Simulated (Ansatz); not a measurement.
**C4H12Cl2N2Sn: a ladder of functionals and wavefunction methods**

The task here is to estimate one member of a computed series from the others.

Computed with Ansatz 0.2.0, Gaussian basis. Level: functionals in def2-TZVPP, the program's frozen cores in correlated methods.

Plan: LDA (SPW92), PBE-D4, revPBE-D4, BLYP-D4, r2SCAN-D4, B97M-V, PBE0-D4, B3LYP-D4, r2SCANh-D4, r2SCAN0-D4, HSE06-D4, BHLYP-D4, CAM-B3LYP-D4, LC-ωPBE, ωB97X-V, ωB97M-V, B2PLYP, PBE-QIDH; CCSD(T)/def2-SVP; CCSD(T)/def2-TZVPP; MP2/def2-QZVPP; extrapolation to the limit; RPA on PBE.

**The geometry**

The geometry comes from an earlier relaxation with PBE0-D4 in a triple-zeta def2 set; it is a stationary point, not always the lowest conformer. Sn takes the def2 core potential; no spin-orbit term is included.

SMILES `C[N](C)[Sn]([Cl])([Cl])[N](C)C`, 21 atoms, charge 0, spin multiplicity 1.

Atoms are counted from 1 here; the program's logs count them from 0.

Bond lengths: C1–N2 1.446 Å, C1–H10 1.091 Å, C1–H11 1.100 Å, C1–H12 1.097 Å, N2–C3 1.448 Å, N2–Sn4 1.996 Å, C3–H13 1.093 Å, C3–H14 1.100 Å, C3–H15 1.097 Å, Sn4–Cl5 2.328 Å, Sn4–Cl6 2.328 Å, Sn4–N7 1.996 Å, N7–C8 1.446 Å, N7–C9 1.448 Å, C8–H16 1.100 Å, C8–H17 1.097 Å, C8–H18 1.091 Å, C9–H19 1.093 Å and more. Angles: N2–C1–H10 110.7°, N2–C1–H11 113.1°, N2–C1–H12 109.3°, H10–C1–H11 108.4°, H10–C1–H12 107.6°, H11–C1–H12 107.5°, C1–N2–C3 113.2°, C1–N2–Sn4 119.5°, C3–N2–Sn4 116.3°, N2–C3–H13 110.7°, N2–C3–H14 113.2°, N2–C3–H15 109.4°, H13–C3–H14 108.2°, H13–C3–H15 107.6°, H14–C3–H15 107.6°, N2–Sn4–Cl5 115.0°, N2–Sn4–Cl6 106.4°, N2–Sn4–N7 107.5° and more.

The first run:

The input, in.yaml:

```yaml
crystal:
  periodic: [false, false, false]
  atoms:
    - {symbol: C, position_ang: [1.617280, -0.263973, -2.448811]}
    - {symbol: N, position_ang: [1.116415, -0.369114, -1.096561]}
    - {symbol: C, position_ang: [1.695022, -1.472478, -0.358369]}
    - {symbol: Sn, position_ang: [-0.801973, 0.036828, -0.723353]}
    - {symbol: Cl, position_ang: [-2.290288, -1.678230, -1.237149]}
    - {symbol: Cl, position_ang: [-1.365545, 1.845432, -2.076644]}
    - {symbol: N, position_ang: [-0.976809, 0.363166, 1.238236]}
    - {symbol: C, position_ang: [-2.280758, 0.292284, 1.858965]}
    - {symbol: C, position_ang: [-0.137049, 1.404365, 1.793306]}
    - {symbol: H, position_ang: [1.152133, 0.575306, -2.968879]}
    - {symbol: H, position_ang: [1.450393, -1.175070, -3.042511]}
    - {symbol: H, position_ang: [2.698418, -0.080114, -2.422280]}
    - {symbol: H, position_ang: [1.292644, -1.510656, 0.656878]}
    - {symbol: H, position_ang: [1.522084, -2.449385, -0.833940]}
    - {symbol: H, position_ang: [2.779910, -1.329903, -0.279977]}
    - {symbol: H, position_ang: [-2.844375, 1.234431, 1.788092]}
    - {symbol: H, position_ang: [-2.163670, 0.056747, 2.923955]}
    - {symbol: H, position_ang: [-2.879942, -0.501292, 1.408927]}
    - {symbol: H, position_ang: [0.837550, 1.418325, 1.299078]}
    - {symbol: H, position_ang: [0.033855, 1.205601, 2.858705]}
    - {symbol: H, position_ang: [-0.579794, 2.408133, 1.709428]}
basis:
  gaussian: {orbitals: def2-TZVPP}
hamiltonian: {xc: lda}
output: {orbitals: {seedname: orbitals}}
```

Steps of the session up to this table: LDA; PBE-D4 (GGA); revPBE-D4 (GGA); BLYP-D4 (GGA); r2SCAN-D4 (meta-GGA); B97M-V (meta-GGA); PBE0-D4 (hybrid); B3LYP-D4 (hybrid); r2SCANh-D4 (hybrid); r2SCAN0-D4 (hybrid); HSE06-D4 (hybrid); BHLYP-D4 (hybrid); CAM-B3LYP-D4 (range-separated); LC-ωPBE (range-separated); ωB97X-V (range-separated); ωB97M-V (range-separated); B2PLYP (double hybrid); PBE-QIDH (double hybrid).

One of the session's tables, all rows but one given; the rest of the session is left out.

It belongs to the step «Frontier levels by functional». 

| functional | HOMO (eV) | LUMO (eV) | gap (eV) |
| --- | --- | --- | --- |
| LDA (SPW92) | -5.50 | -2.74 | 2.75 |
| PBE-D4 | -5.37 | -2.45 | 2.92 |
| revPBE-D4 | ? | ? | ? |
| BLYP-D4 | -5.26 | -2.38 | 2.89 |
| r2SCAN-D4 | -5.62 | -2.25 | 3.36 |
| B97M-V | -5.76 | -2.21 | 3.55 |
| PBE0-D4 | -6.67 | -1.51 | 5.16 |
| B3LYP-D4 | -6.46 | -1.81 | 4.66 |
| r2SCANh-D4 | -6.10 | -1.91 | 4.19 |
| r2SCAN0-D4 | -6.85 | -1.40 | 5.45 |
| HSE06-D4 | -6.27 | -1.89 | 4.39 |
| BHLYP-D4 | -7.93 | -0.49 | 7.44 |
| CAM-B3LYP-D4 | -8.03 | -0.48 | 7.55 |
| LC-ωPBE | -9.35 | 0.78 | 10.13 |
| ωB97X-V | -9.04 | 0.63 | 9.66 |
| ωB97M-V | -8.95 | 0.49 | 9.44 |

Estimate the missing values for revPBE-D4.

As computed: HOMO (eV): -5.32; LUMO (eV): -2.34; gap (eV): 2.98. In the column «HOMO (eV)» it lies between PBE-D4 (-5.37) and BLYP-D4 (-5.26).
